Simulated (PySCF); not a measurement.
**One shape, several levels: Ge2NH7 (SMILES [GeH3][NH][GeH3])**

Aim: a comparison of 3 runs (HF/def2-SVP, B2PLYP/cc-pVTZ, MP2/STO-3G) of Ge2NH7. Input form: a Python script.

The calculation is run with PySCF 2.14.0.

1 further run of the same task is left out (set aside as unsound or not needed).

## 1. The system as given

The species is Ge2NH7 (10 atoms), meant as a singlet with charge 0. SMILES: `[GeH3][NH][GeH3]`. The shape is that of a PBE0-D4/def2-TZVP optimisation.

Bond lengths: Ge1–N2 1.837 Å, N2–Ge3 1.837 Å, Ge1–H4 1.546 Å, Ge1–H5 1.538 Å, Ge1–H6 1.536 Å, N2–H7 1.010 Å, Ge3–H8 1.546 Å, Ge3–H9 1.536 Å, Ge3–H10 1.538 Å. Some angles: Ge1–N2–Ge3 123.9°, Ge1–N2–H7 113.9°, Ge3–N2–H7 113.9°, N2–Ge1–H4 113.1°, N2–Ge1–H5 108.1°, N2–Ge1–H6 106.5°, N2–Ge3–H8 113.1°, N2–Ge3–H9 106.5°, N2–Ge3–H10 108.1°, H4–Ge1–H5 108.8°.

## 2. Energy and forces at HF/def2-SVP (run 1)

calc.py

```python
from pyscf import gto, scf

mol = gto.M(
    atom='''
Ge    -2.148052     1.584346    -1.488915
N      0.939950     0.056314    -1.068262
Ge     1.961158    -1.472475     1.875742
H     -4.336732    -0.324466    -1.809413
H     -2.011047     3.262045    -3.858254
H     -2.615759     3.171527     0.896864
H      1.606456    -0.785559    -2.646939
H      0.700144    -4.071415     2.314537
H      1.218873     0.318608     4.036833
H      4.842234    -1.835680     1.753288
''',
    unit='bohr',
    max_memory=1860,
    verbose=3,
    basis='def2-svp',
)

mf = scf.RHF(mol)
mf.conv_tol = 1e-10
mf.kernel()
if not mf.converged:
    mf = mf.newton().run(mf.mo_coeff, mf.mo_occ)

e_tot = mf.e_tot
print(f'total energy: {e_tot:.8f} hartree')
grad = mf.nuc_grad_method().kernel()
dip = mf.dip_moment()
pop, q = mf.mulliken_pop()
```

Launch:

```
$ OMP_NUM_THREADS=1 python calc.py
```

The program printed:

```text
converged SCF energy = -4208.68998111181
total energy: -4208.68998111 hartree
[... 8 lines left out ...]
Dipole moment(X, Y, Z, Debye):  0.01413, -0.54060, -0.50902
[... 85 lines left out ...]
pop of  4 H 2s            0.40362
pop of  4 H 2px           0.00061
pop of  4 H 2py           0.00400
pop of  4 H 2pz           0.00709
pop of  5 H 1s            0.72520
pop of  5 H 2s            0.39983
pop of  5 H 2px           0.00082
pop of  5 H 2py           0.00366
pop of  5 H 2pz           0.00728
pop of  6 H 1s            0.70436
pop of  6 H 2s            0.07988
pop of  6 H 2px           0.01265
pop of  6 H 2py           0.01439
pop of  6 H 2pz           0.02118
pop of  7 H 1s            0.72474
pop of  7 H 2s            0.42001
pop of  7 H 2px           0.00237
pop of  7 H 2py           0.00822
pop of  7 H 2pz           0.00077
pop of  8 H 1s            0.72522
pop of  8 H 2s            0.39982
pop of  8 H 2px           0.00130
pop of  8 H 2py           0.00446
pop of  8 H 2pz           0.00600
pop of  9 H 1s            0.72483
pop of  9 H 2s            0.40363
pop of  9 H 2px           0.01027
pop of  9 H 2py           0.00082
pop of  9 H 2pz           0.00061
 ** Mulliken atomic charges  **
charge of    0Ge =      0.76204
charge of    1N =     -0.82549
charge of    2Ge =      0.76203
charge of    3H =     -0.15610
charge of    4H =     -0.14015
charge of    5H =     -0.13679
charge of    6H =      0.16753
charge of    7H =     -0.15610
charge of    8H =     -0.13680
charge of    9H =     -0.14016
```

Run time: 56 s. Hardware: 1 thread of Intel Xeon at 2.50GHz (Skylake/Cascade Lake), shared host; peak memory 0.27 GiB.

## 3. A single-point energy at B2PLYP/cc-pVTZ (run 2)

mol.xyz

```xyz
10

Ge    -1.136700     0.838400    -0.787900
N      0.497400     0.029800    -0.565300
Ge     1.037800    -0.779200     0.992600
H     -2.294900    -0.171700    -0.957500
H     -1.064200     1.726200    -2.041700
H     -1.384200     1.678300     0.474600
H      0.850100    -0.415700    -1.400700
H      0.370500    -2.154500     1.224800
H      0.645000     0.168600     2.136200
H      2.562400    -0.971400     0.927800
```

run.py

```python
# [GeH3][NH][GeH3]
from pyscf import gto, dft, mp

mol = gto.M(
    atom='mol.xyz',
    verbose=4,
    charge=0,
    max_memory=1860,
    basis='cc-pvtz',
)

mf = dft.RKS(mol, xc='0.53*HF + 0.47*B88, 0.73*LYP')
mf.conv_tol = 1e-10
mf.grids.level = 5
mf.kernel()
if not mf.converged:
    mf = mf.newton().run(mf.mo_coeff, mf.mo_occ)

pt = mp.MP2(mf, frozen=19).run()
e_tot = mf.e_tot + 0.27 * pt.e_corr
print('PT2 part  %.8f' % (0.27 * pt.e_corr))
print('E = %.10f Eh' % e_tot)
mf.analyze()
```

Launch:

```
$ OMP_NUM_THREADS=1 python run.py
```

The program printed:

```text
PySCF version 2.14.0

[... 104 lines left out ...]
MO #5   energy= -45.1004924861012  occ= 2
[... 18 lines left out ...]
MO #24  energy= -1.38653552830561  occ= 2
[... 18 lines left out ...]
MO #43  energy= 0.0968481171031853 occ= 0
[... 18 lines left out ...]
MO #62  energy= 0.388632630433276  occ= 0
[... 18 lines left out ...]
MO #81  energy= 0.840199211412875  occ= 0
[... 18 lines left out ...]
MO #100 energy= 1.25779115513499   occ= 0
[... 18 lines left out ...]
MO #119 energy= 1.65122499603317   occ= 0
[... 18 lines left out ...]
MO #138 energy= 2.90295042489372   occ= 0
[... 18 lines left out ...]
MO #157 energy= 3.56818449380987   occ= 0
[... 18 lines left out ...]
MO #176 energy= 3.97819386000009   occ= 0
[... 18 lines left out ...]
MO #195 energy= 4.46204263897849   occ= 0
[... 18 lines left out ...]
MO #214 energy= 10.4890884790303   occ= 0
[... 188 lines left out ...]
pop of  8 H 1s            1.08256
pop of  8 H 2s            0.00203
pop of  8 H 3s            0.00054
pop of  8 H 2px           0.00034
pop of  8 H 2py           0.00149
pop of  8 H 2pz           0.00201
pop of  8 H 3px           0.00007
pop of  8 H 3py           0.00007
pop of  8 H 3pz           0.00008
pop of  8 H 3dxy          0.00003
pop of  8 H 3dyz          0.00019
pop of  8 H 3dz^2         0.00004
pop of  8 H 3dxz          0.00003
pop of  8 H 3dx2-y2       0.00003
pop of  9 H 1s            1.08293
pop of  9 H 2s            0.00214
pop of  9 H 3s            0.00063
pop of  9 H 2px           0.00346
pop of  9 H 2py           0.00011
pop of  9 H 2pz           0.00018
pop of  9 H 3px           0.00010
pop of  9 H 3py           0.00006
pop of  9 H 3pz           0.00007
pop of  9 H 3dxy          0.00002
pop of  9 H 3dyz          0.00001
pop of  9 H 3dz^2         0.00007
pop of  9 H 3dxz          0.00001
pop of  9 H 3dx2-y2       0.00021
 ** Mulliken atomic charges  **
charge of    0Ge =      0.56872
charge of    1N =     -0.77444
charge of    2Ge =      0.56872
charge of    3H =     -0.11280
charge of    4H =     -0.08999
charge of    5H =     -0.08952
charge of    6H =      0.22163
charge of    7H =     -0.11280
charge of    8H =     -0.08952
charge of    9H =     -0.09000
Dipole moment(X, Y, Z, Debye):  0.05017, -0.46715, -0.48627
```

Wall time 17 min (1 thread of Intel Xeon at 2.50GHz (Skylake/Cascade Lake), shared host); peak memory 1.7 GiB.

## 4. Energy and forces at MP2/STO-3G (run 3)

calc.py

```python
# [GeH3][NH][GeH3]
from pyscf import gto, scf, mp

mol = gto.M(
    atom='''
Ge    -2.148052     1.584346    -1.488915
N      0.939950     0.056314    -1.068262
Ge     1.961158    -1.472475     1.875742
H     -4.336732    -0.324466    -1.809413
H     -2.011047     3.262045    -3.858254
H     -2.615759     3.171527     0.896864
H      1.606456    -0.785559    -2.646939
H      0.700144    -4.071415     2.314537
H      1.218873     0.318608     4.036833
H      4.842234    -1.835680     1.753288
''',
    spin=0,
    unit='bohr',
    verbose=4,
    basis='sto-3g',
    max_memory=1860,
)

myscf = scf.RHF(mol)
myscf.conv_tol = 1e-10
myscf.kernel()
if not myscf.converged:
    myscf = myscf.newton().run(myscf.mo_coeff, myscf.mo_occ)

pt = mp.MP2(myscf, frozen=19).run()
e_final = pt.e_tot
print('E(%s) = %.9f' % ('MP2', e_final))
grad = pt.nuc_grad_method().kernel()
myscf.analyze()
```

Launch:

```
$ OMP_NUM_THREADS=1 python calc.py
```

The program printed:

```text
PySCF version 2.14.0

[... 84 lines left out ...]
Two-electron Energy =                 2094.948975297204470
[... 6 lines left out ...]
MO #3   energy= -50.4014435027213  occ= 2
[... 4 lines left out ...]
MO #8   energy= -45.4650938785659  occ= 2
[... 4 lines left out ...]
MO #13  energy= -6.48237642105259  occ= 2
[... 4 lines left out ...]
MO #18  energy= -4.52310267237297  occ= 2
[... 4 lines left out ...]
MO #23  energy= -0.666599005837957 occ= 2
[... 4 lines left out ...]
MO #28  energy= -0.66225180073008  occ= 2
[... 4 lines left out ...]
MO #33  energy= -0.495758450060047 occ= 2
[... 4 lines left out ...]
MO #38  energy= -0.36701410530159  occ= 2
[... 4 lines left out ...]
MO #43  energy= 0.507092815253875  occ= 0
[... 4 lines left out ...]
MO #48  energy= 0.776156767397442  occ= 0
[... 22 lines left out ...]
pop of  1 N 2px           1.39445
pop of  1 N 2py           1.60308
pop of  1 N 2pz           1.12215
pop of  2 Ge 1s           2.00000
pop of  2 Ge 2s           1.99993
pop of  2 Ge 3s           1.99996
pop of  2 Ge 4s           1.09996
pop of  2 Ge 2px          1.99999
pop of  2 Ge 2py          1.99999
pop of  2 Ge 2pz          2.00000
pop of  2 Ge 3px          1.99886
pop of  2 Ge 3py          1.99886
pop of  2 Ge 3pz          1.99894
pop of  2 Ge 4px          0.82443
pop of  2 Ge 4py          0.80996
pop of  2 Ge 4pz          0.74176
pop of  2 Ge 3dxy         1.99194
pop of  2 Ge 3dyz         1.98378
pop of  2 Ge 3dz^2        1.98670
pop of  2 Ge 3dxz         1.99472
pop of  2 Ge 3dx2-y2      1.98629
pop of  3 H 1s            1.13339
pop of  4 H 1s            1.12350
pop of  5 H 1s            1.12272
pop of  6 H 1s            0.91097
pop of  7 H 1s            1.13339
pop of  8 H 1s            1.12272
pop of  9 H 1s            1.12351
 ** Mulliken atomic charges  **
charge of    0Ge =      0.58394
charge of    1N =     -0.49767
charge of    2Ge =      0.58393
charge of    3H =     -0.13339
charge of    4H =     -0.12350
charge of    5H =     -0.12272
charge of    6H =      0.08903
charge of    7H =     -0.13339
charge of    8H =     -0.12272
charge of    9H =     -0.12351
Dipole moment(X, Y, Z, Debye): -0.30322, -0.63032, -0.20277
```

Run time: 19 s. Hardware: 1 thread of Intel Xeon at 2.50GHz (Skylake/Cascade Lake), shared host; peak memory 0.19 GiB.

## 5. All runs side by side

```csv
run,level,task,frozen core orbitals,energy (Eh),dipole moment (D) of the reference,HOMO energy (eV),LUMO energy (eV),wall time
1,HF/def2-SVP,gradient,–,-4208.689981,0.74,-10.40,3.52,56 s
2,B2PLYP/cc-pVTZ,energy,19,-4212.244756,0.68,-8.31,1.07,17 min
3,MP2/STO-3G,gradient,19,-4161.486006,0.73,-7.36,11.17,19 s
```

## 6. What came out

| quantity | value |
| --- | --- |
| run 3: total energy | -4161.48601 Eh |
| run 3: dipole moment (Hartree–Fock density) | 0.73 D |
| run 3: HOMO energy (Hartree–Fock orbitals) | -7.36 eV |
| run 3: LUMO energy (Hartree–Fock orbitals) | 11.17 eV |
| run 3: HOMO–LUMO gap (Hartree–Fock orbitals) | 18.52 eV |
| run 3: correlation energy (19 core orbitals frozen) | -127.7 mEh |
| run 3: largest force on an atom | 2.859 eV/Å |

In words: In run 3 the basis is minimal, so the values are rough. All runs together took 19 min, the longest 17 min.
